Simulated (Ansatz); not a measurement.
**Nudged elastic band run: Si**

The input (input.yaml):

```yaml
crystal:
  lattice:
    - [0.0, 5.43, 5.43]
    - [5.43, 0.0, 5.43]
    - [5.43, 5.43, 0.0]
  atoms:
    - { symbol: Si, position: [-0.00421269, 0.00344017, 0.00340116] }
    - { symbol: Si, position: [0.12526658, 0.12493533, 0.1249019] }
    - { symbol: Si, position: [-0.00421253, 0.00344056, 0.49737705] }
    - { symbol: Si, position: [0.12154654, 0.13198998, 0.62323609] }
    - { symbol: Si, position: [-0.00421159, 0.49741041, 0.00340394] }
    - { symbol: Si, position: [0.12154013, 0.62328953, 0.1319409] }
    - { symbol: Si, position: [-0.00147712, 0.50052335, 0.5004806] }
    - { symbol: Si, position: [0.12153918, 0.62328991, 0.62323854] }
    - { symbol: Si, position: [0.49885965, 0.00040136, 0.000372] }
    - { symbol: Si, position: [0.6233067, 0.1249845, 0.1249396] }
    - { symbol: Si, position: [0.50167767, 0.00347698, 0.49742585] }
    - { symbol: Si, position: [0.62330684, 0.12498598, 0.62677371] }
    - { symbol: Si, position: [0.50166944, 0.49747333, 0.0034281] }
    - { symbol: Si, position: [0.62330796, 0.62680046, 0.1249496] }
    - { symbol: Si, position: [0.50166805, 0.49747503, 0.49743719] }
    - { symbol: Si, position: [0.62997682, 0.62337992, 0.6233261] }
    - { symbol: Si, position: [0.24846966, 0.7505437, 0.75049736] }
basis:
  ecutwfc: 420.0
kpoints:
  mp_grid: { grid: [2, 2, 2] }
hamiltonian:
  xc: pbe
scf:
  occupations: { method: gaussian, width: 0.05 }
  lower_state_search: "off"
neb:
  images: 3
  f_tol: 0.03
  initial_path: linear
  max_iterations: 80
  final_atoms:
    - { symbol: Si, position: [0.00104259, -0.00101791, -0.00018286] }
    - { symbol: Si, position: [0.12290436, 0.12822687, 0.12096785] }
    - { symbol: Si, position: [-0.00446393, 0.00191963, 0.50111129] }
    - { symbol: Si, position: [0.12286548, 0.12819194, 0.62760357] }
    - { symbol: Si, position: [0.00087244, 0.50053149, -0.00028999] }
    - { symbol: Si, position: [0.1250573, 0.6251031, 0.12484261] }
    - { symbol: Si, position: [0.00081169, 0.50047123, 0.49873474] }
    - { symbol: Si, position: [0.12263369, 0.62192319, 0.62759441] }
    - { symbol: Si, position: [0.5030948, 0.00260439, -0.0076326] }
    - { symbol: Si, position: [0.62878812, 0.12865313, 0.12107646] }
    - { symbol: Si, position: [0.50306161, 0.00261666, 0.50161607] }
    - { symbol: Si, position: [0.62687582, 0.12526648, 0.62376768] }
    - { symbol: Si, position: [0.49890729, 0.50086069, -6.438e-05] }
    - { symbol: Si, position: [0.62852815, 0.62232538, 0.12109804] }
    - { symbol: Si, position: [0.50275172, 0.49390175, 0.50150214] }
    - { symbol: Si, position: [0.62845628, 0.62233325, 0.62769647] }
    - { symbol: Si, position: [0.37701133, 0.87529681, 0.37365244] }
  order_check: true
```

Launched with:

```bash
$ ansatz run input.yaml --threads 1 --pin off --max-ram 3072MiB --backend cpu --events-out ev --progress --plain --runs-dir out
```

Output, in part (warnings, iteration lines):

```
NEB end point (image 0): max|allowed force component| = 1.848e-3 eV/Å (the criterion of neb.relax_end_points is 1.000e-2)
NEB end point (image 4): max|allowed force component| = 2.965e-2 eV/Å (the criterion of neb.relax_end_points is 1.000e-2)
NEB iter   1: max|band force component| = 1.519e0 eV/Å  barrier→ = 0.9649 eV  barrier← = 0.9646 eV  Δτ_max = 0.1241 Å  (35 SCF iters)
NEB iter   2: max|band force component| = 6.156e-1 eV/Å  barrier→ = 0.4872 eV  barrier← = 0.4869 eV  Δτ_max = 0.1922 Å  (21 SCF iters)
NEB iter   3: max|band force component| = 1.717e-1 eV/Å  barrier→ = 0.3214 eV  barrier← = 0.3211 eV  CI = image 2  Δτ_max = 0.0525 Å  (21 SCF iters)
NEB iter   4: max|band force component| = 4.708e-2 eV/Å  barrier→ = 0.3127 eV  barrier← = 0.3124 eV  CI = image 2  Δτ_max = 0.1956 Å  (18 SCF iters)
NEB iter   5: max|band force component| = 1.126e-1 eV/Å  barrier→ = 0.3260 eV  barrier← = 0.3256 eV  CI = image 2  Δτ_max = 0.0999 Å  (19 SCF iters)
NEB iter   6: max|band force component| = 6.556e-2 eV/Å  barrier→ = 0.3161 eV  barrier← = 0.3158 eV  CI = image 2  Δτ_max = 0.1964 Å  (18 SCF iters)
NEB iter   7: max|band force component| = 5.492e-2 eV/Å  barrier→ = 0.3088 eV  barrier← = 0.3085 eV  CI = image 2  Δτ_max = 0.1154 Å  (19 SCF iters)
NEB iter   8: max|band force component| = 3.344e-2 eV/Å  barrier→ = 0.3104 eV  barrier← = 0.3100 eV  CI = image 2  Δτ_max = 0.0359 Å  (19 SCF iters)
[... lines left out ...]
```

The forces met the threshold. The band force fell under the threshold earlier too, but the program's further tests of the path sent the band on. By the program's own check the climbing image is a first-order saddle point (lowest curvatures found: -0.27 and 0.56 eV/Å²). Limits of this set-up: coarse k mesh.

Final band (atoms are numbered from 1 in the order of the input):

```csv
image,path coordinate (Å),energy (eV),Si6–Si17 (Å),Si9–Si17 (Å)
0,0.00,0.00,2.39,4.70
1,0.87,0.31,2.53,4.12
2,1.74,0.31,3.15,3.15
3,2.50,0.20,4.03,2.53
4,3.25,0.00,4.69,2.39
```

The run took 28 min on 1 thread of Arm Neoverse V2, with other jobs on the host, peak memory 0.75 GiB.
